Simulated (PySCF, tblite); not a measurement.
# C₃H₇FO₂Si₂: geometry, infrared bands and NMR shifts

What infrared bands and NMR shifts should C₃H₇FO₂Si₂ (`C=C[C@@H]1O[Si@H](F)O[SiH2]1`) show?

Computed with tblite 0.8.0 and PySCF 2.14.0, with density-fitted response routines of our own, on a single molecule in the gas phase. Atoms count from 0, in the outputs and in this text.

## (1) The molecule as given

15 atoms, charge 0, multiplicity 1; geometry from: force field or distance geometry start.

Bonds of the start (Å): C0–C1 1.33, C1–C2 1.46, C2–O3 1.42, O3–Si4 1.70, Si4–F5 1.68, Si4–O6 1.69, O6–Si7 1.74, Si7–C2 1.86, C0–H8 1.08, C0–H9 1.07, C1–H10 1.10, C2–H11 1.12, Si4–H12 1.46, Si7–H13 1.47, Si7–H14 1.46.

## (2) Optimising the geometry with GFN2-xTB

The job: settings as JSON, then the geometry in Å.

```
{"job": {"kind": "relax", "xc": "GFN2-xTB", "basis": "xTB"}, "charge": 0, "multiplicity": 1}
C      2.396700     0.113800    -0.689000
C      1.507400    -0.689600    -0.115900
C      0.068700    -0.493600    -0.246100
O     -0.168500     0.815200    -0.735500
Si    -1.838700     1.008000    -0.517600
F     -2.175400     2.656800    -0.487400
O     -2.263000     0.358600     0.987800
Si    -0.814300    -0.517900     1.389500
H      2.116000     0.959500    -1.292100
H      3.444800    -0.068900    -0.553700
H      1.889100    -1.524900     0.484900
H     -0.358000    -1.253600    -0.942200
H     -2.604300     0.329000    -1.555500
H     -1.136600    -1.881300     1.825600
H     -0.068400     0.197000     2.425300
```

Launch:

```console
OMP_NUM_THREADS=1 python probes_run.py task.json out
```

The driver reads the jobs from task.json and runs them one after another.

**Question.** This job is followed by: GFN2-xTB harmonic vibrations, gas phase; GIAO PBE0/pcSseg-1 NMR shielding, non-relativistic, gas phase. What will the session give for the following? strongest single infrared mode (GFN2-xTB); zero-point energy (GFN2-xTB); ¹³C shifts against TMS (PBE0/pcSseg-1); ¹H shifts against TMS (PBE0/pcSseg-1); ¹⁷O shifts against H2O (PBE0/pcSseg-1); ²⁹Si shifts against TMS (PBE0/pcSseg-1); ¹⁹F shifts against CFCl3 (PBE0/pcSseg-1); surface potential, 1st and 99th percentile.

The runs gave:

```
                                 quantity                                         value
strongest single infrared mode (GFN2-xTB)                         2320 cm⁻¹, 342 km/mol
             zero-point energy (GFN2-xTB)                                 60.4 kcal/mol
   ¹³C shifts against TMS (PBE0/pcSseg-1)                        145.8, 115.9, 73.0 ppm
    ¹H shifts against TMS (PBE0/pcSseg-1)  6.17, 5.85, 5.51, 5.17, 4.84, 4.79, 4.54 ppm
   ¹⁷O shifts against H2O (PBE0/pcSseg-1)                                66.2, 65.8 ppm
  ²⁹Si shifts against TMS (PBE0/pcSseg-1)                              -12.5, -42.4 ppm
 ¹⁹F shifts against CFCl3 (PBE0/pcSseg-1)                                    -139.0 ppm
    surface potential, 1st and 99th percentile                            -1.08 V and 1.77 V
```

Over 84 steps the energy fell by 1.010 eV; of the close pairs, O6–Si7 changed most, 1.740 to 1.627 Å. No mode is imaginary among the 39: a minimum at this level. The strongest single mode, at 2320 cm⁻¹, moves mainly H13. Unscaled tight-binding wavenumbers are off by several per cent, some by more. Its intensities can rank the bands wrongly. C1 (alkene CH) lies farthest downfield among carbon, at 145.8 ppm; an sp2 carbon of a C=C bond. The most deshielded hydrogen is H10 (hydrogen on an alkene CH), at 6.17 ppm: olefinic region.
